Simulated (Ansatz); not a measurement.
**CH4OSe (SMILES OC[SeH]): functionals against CCSD(T) at one geometry**

One table from this session's results is given with a row withheld; the runs are named, their logs left out.

The runs use Ansatz 0.2.0, Gaussian basis; single points in def2-TZVPP.

Cores are frozen in the correlated methods. Filled d shells of the heavier atoms are correlated.

## Starting geometry

SMILES `OC[SeH]`, 7 atoms, charge 0, spin multiplicity 1.

Atoms are counted from 1 here; the program's logs count them from 0.

Bond lengths: O1–C2 1.470 Å, O1–H4 1.016 Å, C2–Se3 2.062 Å, C2–H5 1.068 Å, C2–H6 0.963 Å, Se3–H7 1.594 Å. Angles: C2–O1–H4 103.3°, O1–C2–Se3 101.5°, O1–C2–H5 119.4°, O1–C2–H6 115.5°, Se3–C2–H5 100.9°, Se3–C2–H6 99.7°, H5–C2–H6 115.0°, C2–Se3–H7 89.5°.

As a file:

| atom | x (Å) | y (Å) | z (Å) |
| --- | --- | --- | --- |
| O1 | -1.22490 | 0.45950 | -0.83120 |
| C2 | -0.20160 | 0.39640 | 0.22280 |
| Se3 | 1.14160 | -0.94380 | -0.58560 |
| H4 | -1.67890 | -0.44760 | -0.77170 |
| H5 | -0.43200 | -0.08290 | 1.14850 |
| H6 | 0.36640 | 1.17050 | 0.29600 |
| H7 | 2.06430 | -0.77510 | 0.70310 |

Set-up of the first run:

Input file run/in.yaml:

```yaml
crystal:
  periodic: [false, false, false]
  atoms:
    - {symbol: O, position_ang: [-1.224900, 0.459500, -0.831200]}
    - {symbol: C, position_ang: [-0.201600, 0.396400, 0.222800]}
    - {symbol: Se, position_ang: [1.141600, -0.943800, -0.585600]}
    - {symbol: H, position_ang: [-1.678900, -0.447600, -0.771700]}
    - {symbol: H, position_ang: [-0.432000, -0.082900, 1.148500]}
    - {symbol: H, position_ang: [0.366400, 1.170500, 0.296000]}
    - {symbol: H, position_ang: [2.064300, -0.775100, 0.703100]}
basis:
  gaussian: {orbitals: def2-TZVPP}
correlation: {method: ccsd_t}
output: {forces: true}
```

No record of the launch command was kept for these runs.

Among the steps run: CCSD(T)/def2-TZVPP; PBE0-D4/def2-TZVPP; wB97M-V/def2-TZVPP; r2SCAN-D4/def2-TZVPP; PBE-D4/def2-TZVPP; CAM-B3LYP-D4/def2-TZVPP; BLYP-D4/def2-TZVPP.

One of the session's tables, all rows but one given; the rest of the session is left out.

```
      method  RMS force component (eV/Å)  angle to CCSD(T) forces (°)  dipole (D)
     CCSD(T)                       2.353                    reference        1.92
     PBE0-D4                       2.425                          3.4        1.95
     wB97M-V                       2.371                          2.0        1.93
   r2SCAN-D4                       2.331                          2.7        1.97
      PBE-D4                           ?                            ?           ?
CAM-B3LYP-D4                       2.382                          2.8        1.97
     BLYP-D4                       2.175                          6.7        1.83
```

Estimate the missing values for PBE-D4.

The run gave: RMS force component (eV/Å): 2.300; angle to CCSD(T) forces (°): 5.8; dipole (D): 1.86. In the column «RMS force component (eV/Å)» it lies between BLYP-D4 (2.175) and r2SCAN-D4 (2.331).
